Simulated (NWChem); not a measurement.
**wB97X/3-21G run of C6H6O (vinylfuran)**

What is the vertical ionisation energy of C6H6O (vinylfuran) at wB97X/3-21G? 

The results are computed with NWChem 7.3.0.

## (1) The molecule

The species is C6H6O (13 atoms), meant as a singlet with charge 0. SMILES: `C=Cc1ccco1`. The coordinates come from a PBE0-D4/def2-TZVP relaxation. This is one conformer, not always the lowest.

Bond lengths: C1–C2 1.332 Å, C2–C3 1.437 Å, C3–C4 1.364 Å, C4–C5 1.422 Å, C5–C6 1.354 Å, C3–O7 1.358 Å, C6–O7 1.349 Å, C1–H8 1.083 Å, C1–H9 1.082 Å, C2–H10 1.086 Å, C4–H11 1.078 Å, C5–H12 1.078 Å, C6–H13 1.077 Å. Some angles: C1–C2–C3 125.7°, C2–C3–C4 131.7°, C2–C3–O7 118.9°, C4–C3–O7 109.4°, C3–C4–C5 106.6°, C4–C5–C6 105.8°, C5–C6–O7 110.7°, C3–O7–C6 107.4°, C1–C2–H10 120.0°, C3–C2–H10 114.3°.

## (2) The energy at wB97X/3-21G

The input, c6h6o.nw:

```
START c6h6o
TITLE "C6H6O"
memory stack 880 mb heap 220 mb global 1100 mb
charge 0
GEOMETRY units angstroms noautosym nocenter noautoz
C     1.598400    0.733400    1.772100
C     1.254100   -0.233100    0.921900
C     0.143000   -0.191300    0.011000
C    -0.316800   -1.095400   -0.901000
C    -1.454700   -0.508100   -1.518200
C    -1.603500    0.706800   -0.938200
O    -0.645400    0.913600   -0.011500
H     1.036900    1.657700    1.835900
H     2.453300    0.619900    2.426000
H     1.834100   -1.149900    0.878500
H     0.113200   -2.064000   -1.101100
H    -2.078900   -0.930600   -2.289000
H    -2.313300    1.506300   -1.071600
END
BASIS spherical bse
C library 3-21G
O library 3-21G
H library 3-21G
END
DFT
xc wb97x
mult 1
grid fine
convergence energy 1e-08
maxiter 100
mulliken
noprint "final vectors analysis"
END
TASK dft energy
```

Run with:

```bash
nwchem c6h6o.nw > c6h6o.out
```

Standard output:

```text
[...]
          Wavefunction type:  closed shell.
          No. of atoms     :    13
          No. of electrons :    50
[...]
          Charge           :     0
          Spin multiplicity:     1
[...]
          AO basis - number of functions:    75
[...]
              XC Information
              --------------
                       wb97x  Method XC Functional
                     Hartree-Fock (Exact) Exchange  1.000
                         wb97x Exchange Functional  1.000
                      wb97x Correlation Functional  1.000
[...]
 d= 0,ls=0.0,diis     1   -305.5590593677 -5.78D+02  1.05D-02  7.40D-01     5.2
[...]
 d= 0,ls=0.0,diis    11   -305.6456702278 -1.92D-09  2.92D-07  2.86D-10    54.0
         Total DFT energy =     -305.645670227785
      One electron energy =     -952.815904938828
           Coulomb energy =      417.474640622194
    Exchange-Corr. energy =      -43.140882517858
 Nuclear repulsion energy =      272.836476606707
[...]
      Total Density - Mulliken Population Analysis
     ---------------------------------------------
    Atom       Charge   Shell Charges
 -----------   ------   -------------------------------------------------------
    1 C    6     6.40   1.99  0.39  1.65  0.96  1.41
    2 C    6     6.25   1.99  0.40  1.68  0.91  1.28
    3 C    6     5.70   1.99  0.41  1.66  0.72  0.92
    4 C    6     6.25   1.99  0.39  1.69  0.89  1.29
    5 C    6     6.30   1.99  0.39  1.69  0.90  1.33
    6 C    6     5.92   1.99  0.41  1.64  0.78  1.11
    7 O    8     8.53   1.99  0.42  2.14  1.54  2.44
    8 H    1     0.78   0.47  0.31
    9 H    1     0.79   0.47  0.32
   10 H    1     0.78   0.47  0.31
[...]
```

Run time: 55 s. Hardware: 1 thread of Intel Xeon Platinum 8375C at 2.90GHz (Ice Lake), shared host; peak memory 0.12 GiB.

## (3) The doublet cation at the same level

The input, mymol.nw:

```
start mymol
title "C6H6O"
memory 2200 mb
charge 1
geometry units angstrom noautosym nocenter noautoz
  C      1.598400     0.733400     1.772100
  C      1.254100    -0.233100     0.921900
  C      0.143000    -0.191300     0.011000
  C     -0.316800    -1.095400    -0.901000
  C     -1.454700    -0.508100    -1.518200
  C     -1.603500     0.706800    -0.938200
  O     -0.645400     0.913600    -0.011500
  H      1.036900     1.657700     1.835900
  H      2.453300     0.619900     2.426000
  H      1.834100    -1.149900     0.878500
  H      0.113200    -2.064000    -1.101100
  H     -2.078900    -0.930600    -2.289000
  H     -2.313300     1.506300    -1.071600
end
basis spherical bse
  * library 3-21G
end
dft
  xc wb97x
  mult 2
  grid fine
  convergence energy 1e-08
  maxiter 100
  mulliken
  print low
end
task dft energy
```

Run with:

```bash
nwchem mymol.nw > mymol.out
```

Standard output:

```text
[...]
 d= 0,ls=0.0,diis     1   -305.2497162829 -5.78D+02  6.44D-03  2.40D-01     6.0
[...]
 d= 0,ls=0.0,diis    15   -305.3465493106 -5.61D-09  3.57D-07  1.05D-10    93.6
[...]
         Total DFT energy =     -305.346549310603
      One electron energy =     -941.502110189762
           Coulomb energy =      406.119540719219
    Exchange-Corr. energy =      -42.800456446767
 Nuclear repulsion energy =      272.836476606707
[...]
      Total Density - Mulliken Population Analysis
     ---------------------------------------------
    Atom       Charge   Shell Charges
 -----------   ------   -------------------------------------------------------
    1 C    6     6.30   1.99  0.41  1.62  1.01  1.27
    2 C    6     6.24   1.99  0.40  1.68  0.93  1.24
    3 C    6     5.63   1.99  0.42  1.63  0.74  0.85
    4 C    6     6.18   1.99  0.40  1.67  0.93  1.19
    5 C    6     6.26   1.99  0.40  1.69  0.93  1.26
    6 C    6     5.81   1.99  0.42  1.60  0.82  0.98
    7 O    8     8.50   1.99  0.42  2.14  1.55  2.41
    8 H    1     0.70   0.46  0.23
    9 H    1     0.69   0.47  0.22
   10 H    1     0.69   0.46  0.23
[...]
      <S2> =      0.7908 (Exact =     0.7500)
[...]
```

Wall time 95 s (1 thread of Intel Xeon Platinum 8375C at 2.90GHz (Ice Lake), shared host); peak memory 0.12 GiB.

## (4) Summary of results

At wB97X/3-21G:

| quantity | value |
| --- | --- |
| singlet C6H6O: total energy | -305.64567 Eh |
| singlet C6H6O: dipole moment | 0.70 D |
| doublet cation: total energy | -305.34655 Eh |
| doublet cation: ⟨S²⟩ | 0.791 |
| vertical ionisation energy (to the doublet cation) | 8.139 eV |

In words: The vertical ionisation energy comes to 8.14 eV (188 kcal/mol). Mulliken charges (singlet C6H6O) run from -0.53 on O7 to +0.30 on C3; they depend strongly on the basis. Mulliken charges (doublet cation) run from -0.50 on O7 to +0.37 on C3; they depend strongly on the basis.
